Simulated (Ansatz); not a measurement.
**C2H4GaN (SMILES N=C=[CH][GaH2]) at wB97X/def2-SVP**

What is the electronic atomisation energy of C2H4GaN at wB97X/def2-SVP? 

The results are computed with Ansatz 0.2.0.

48 further runs of the same task are left out: 48 set aside as unsound or not needed. Runs told in other sessions of the task aren't counted.

**1. The molecule**

The species is C2H4GaN (8 atoms), meant as a singlet with charge 0. As SMILES, `N=C=[CH][GaH2]`. The coordinates come from a PBE0-D4/def2-TZVP relaxation.

Bond lengths: N1–C2 1.214 Å, C2–C3 1.309 Å, C3–Ga4 1.931 Å, N1–H5 1.014 Å, C3–H6 1.084 Å, Ga4–H7 1.565 Å, Ga4–H8 1.565 Å. Angles: N1–C2–C3 173.8°, C2–C3–Ga4 119.1°, C2–N1–H5 119.2°, C2–C3–H6 118.2°, Ga4–C3–H6 122.7°, C3–Ga4–H7 118.3°, C3–Ga4–H8 118.1°, H7–Ga4–H8 123.7°.

**2. The energy at wB97X/def2-SVP**

The input, input.yaml:

```yaml
crystal:
  periodic: [false, false, false]
  atoms:
    - symbol: "N"
      position_ang: [0.336900, 2.061700, -0.854600]
    - symbol: C
      position_ang: [0.365600, 1.114900, -0.096000]
    - symbol: C
      position_ang: [0.472300, 0.025700, 0.622800]
    - symbol: Ga
      position_ang: [-0.381300, -1.593600, 0.007200]
    - symbol: H
      position_ang: [-0.411400, 2.740600, -0.770200]
    - symbol: H
      position_ang: [1.040500, 0.073900, 1.545200]
    - symbol: H
      position_ang: [-0.231900, -2.886400, 0.876300]
    - symbol: H
      position_ang: [-1.190600, -1.536800, -1.330700]
basis:
  gaussian:
    orbitals: def2-SVP
output: {orbitals: {seedname: orbitals}}
hamiltonian:
  xc: {name: wB97X}
accuracy: high
```

Started as:

```
$ ansatz run input.yaml --threads 1 --pin off --max-ram 3480MiB --events-out events.jsonl --progress --plain --runs-dir runs
```

What it wrote:

```text
Warning: RAYON_NUM_THREADS=1 ignored (pool sized by the plan → 1); use --threads N
Functional definition: wB97X
  name "wB97X"
  parameter omega = 0.3/bohr
  parameter cx = 0.157706
  parameter cx1 = 0.726479
  parameter cx2 = 1.04760
  parameter cx3 = -5.70635
  parameter cx4 = 13.2794
  parameter css1 = -4.33879
  parameter css2 = 18.2308
  parameter css3 = -31.7430
  parameter css4 = 17.2901
  parameter cos1 = 2.37031
  parameter cos2 = -11.3995
  parameter cos3 = 6.58405
  parameter cos4 = -3.78132
  exchange = spin_sum(e_x_unif_sr(omega)*poly(b97_u_x, 1 - cx, cx1, cx2, cx3, cx4)) + cx*exact_x_sr(omega)
      + exact_x_lr(omega)
  correlation = spin_sum(e_c_pw_same_spin*poly(b97_u_same, 1, css1, css2, css3, css4))
      + integral(e_c_pw_opposite_spin*poly(b97_u_opposite, 1, cos1, cos2, cos3, cos4))
2065 factors; integrals over basis functions are off by at most 9.3e-9 eV
373 factors; integrals over basis functions are off by at most 2.6e-9 eV
mean field evaluation 1: about -55992.6013 eV, gradient 4.1e1 eV
mean field evaluation 2: about -55993.8461 eV, gradient 3.7e1 eV
mean field evaluation 4: about -55996.1778 eV, gradient 1.8e0 eV
mean field evaluation 8: about -55996.2913 eV, gradient 2.4e-1 eV
mean field evaluation 16: about -55996.2917 eV, gradient 9.7e-5 eV
mean field -55996.29171197 eV, -2057.8257647650 hartree, gradient 5.6e-8 eV, S^2 0.000000; 0 other end points of the search recorded, 0 dependent functions left out
reference -55996.29170876 eV, -2057.8257646472 hartree; 27, 27 occupied and 67, 67 virtual orbitals, 2065 factors
Total energy: -55996.29170876 eV, -2057.8257646472 hartree
```

It took 29 s on 1 thread of Arm Neoverse V1, shared host; peak memory 0.55 GiB.

**3. The C atom at the same level**

The input, in.yaml:

```yaml
basis:
  gaussian:
    orbitals: def2-SVP
crystal:
  periodic: [false, false, false]
  atoms:
    - {symbol: C, position_ang: [0.000000, 0.000000, 0.000000]}
magnetization:
  spin_polarized: true
  initial_magnetization: 2
hamiltonian:
  xc: {name: wB97X}
accuracy: high
```

Started as:

```
$ ansatz run in.yaml --threads 1 --pin off --max-ram 3480MiB --events-out events.jsonl --progress --plain --runs-dir runs
```

What it wrote, shortened:

```text
Warning: RAYON_NUM_THREADS=1 ignored (pool sized by the plan → 1); use --threads N
[... 2 set-up lines as earlier in the session ...]
[...]
      + exact_x_lr(omega)
[...]
      + integral(e_c_pw_opposite_spin*poly(b97_u_opposite, 1, cos1, cos2, cos3, cos4))
95 factors; integrals over basis functions are off by at most 1.9e-9 eV
55 factors; integrals over basis functions are off by at most 1.8e-9 eV
[...]
mean field -1028.63777688 eV, -37.8017410646 hartree, gradient 3.8e-9 eV, S^2 2.005190; 0 other end points of the search recorded, 0 dependent functions left out
reference -1028.63777587 eV, -37.8017410274 hartree; 4, 2 occupied and 10, 12 virtual orbitals, 95 factors
Total energy: -1028.63777587 eV, -37.8017410274 hartree
```

Run time: 1.2 s. Hardware: 1 thread of Arm Neoverse V1, shared host; peak memory 0.13 GiB.

**4. The Ga atom, same level**

The input, run.yaml:

```yaml
basis:
  gaussian:
    orbitals: def2-SVP
crystal:
  periodic: [false, false, false]
  atoms:
    - {symbol: Ga, position_ang: [0.000000, 0.000000, 0.000000]}
magnetization:
  spin_polarized: true
  initial_magnetization: 1
hamiltonian:
  xc: {name: wB97X}
accuracy: high
```

Run the same way, it converges to -1924.59913 Eh (log not shown).

**5. The H atom, same level**

The input, in.yaml:

```yaml
crystal:
  periodic: [false, false, false]
  atoms:
    - symbol: H
      position_ang: [0.000000, 0.000000, 0.000000]
basis:
  gaussian:
    orbitals: def2-SVP
magnetization:
  spin_polarized: true
  initial_magnetization: 1
hamiltonian:
  xc: {name: wB97X}
accuracy: high
```

Started as:

```
$ ansatz run in.yaml --threads 1 --pin off --max-ram 3480MiB --events-out events.jsonl --progress --plain --runs-dir runs
```

What it wrote, shortened:

```text
Warning: RAYON_NUM_THREADS=1 ignored (pool sized by the plan → 1); use --threads N
[... 2 set-up lines as earlier in the session ...]
[...]
      + exact_x_lr(omega)
[...]
      + integral(e_c_pw_opposite_spin*poly(b97_u_opposite, 1, cos1, cos2, cos3, cos4))
15 factors; integrals over basis functions are off by at most 8.9e-10 eV
15 factors; integrals over basis functions are off by at most 7.0e-10 eV
[...]
mean field -13.62211750 eV, -0.5006035846 hartree, gradient 3.3e-9 eV, S^2 0.750000; 0 other end points of the search recorded, 0 dependent functions left out
reference -13.62211771 eV, -0.5006035924 hartree; 1, 0 occupied and 4, 5 virtual orbitals, 15 factors
Total energy: -13.62211771 eV, -0.5006035924 hartree
```

Run time: 0.5 s. Hardware: 1 thread of Arm Neoverse V1, shared host; peak memory 0.091 GiB.

**6. The N atom**

The input, job.yaml:

```yaml
crystal:
  periodic: [false, false, false]
  atoms:
    - symbol: "N"
      position_ang: [0.000000, 0.000000, 0.000000]
basis:
  gaussian:
    orbitals: def2-SVP
magnetization:
  spin_polarized: true
  initial_magnetization: 3
hamiltonian:
  xc: {name: wB97X}
accuracy: high
```

Run the same way, it converges to -54.52704 Eh (log not shown).

**7. What came out**

At wB97X/def2-SVP:

| quantity | value |
| --- | --- |
| molecule: total energy | -2057.82576 Eh |
| molecule: HOMO energy | -9.24 eV |
| molecule: LUMO energy | 0.44 eV |
| molecule: HOMO–LUMO gap | 9.68 eV |
| C atom: total energy | -37.80174 Eh |
| C atom: ⟨S²⟩ | 2.005 |
| Ga atom: total energy | -1924.59913 Eh |
| Ga atom: ⟨S²⟩ | 0.752 |
| H atom: total energy | -0.50060 Eh |
| H atom: ⟨S²⟩ | 0.750 |
| N atom: total energy | -54.52704 Eh |
| N atom: ⟨S²⟩ | 3.756 |
| electronic atomisation energy | 29.761 eV |

**Reading.** Taking the molecule apart into free atoms costs 29.76 eV (2871 kJ/mol), before zero-point energy and without spin-orbit coupling.
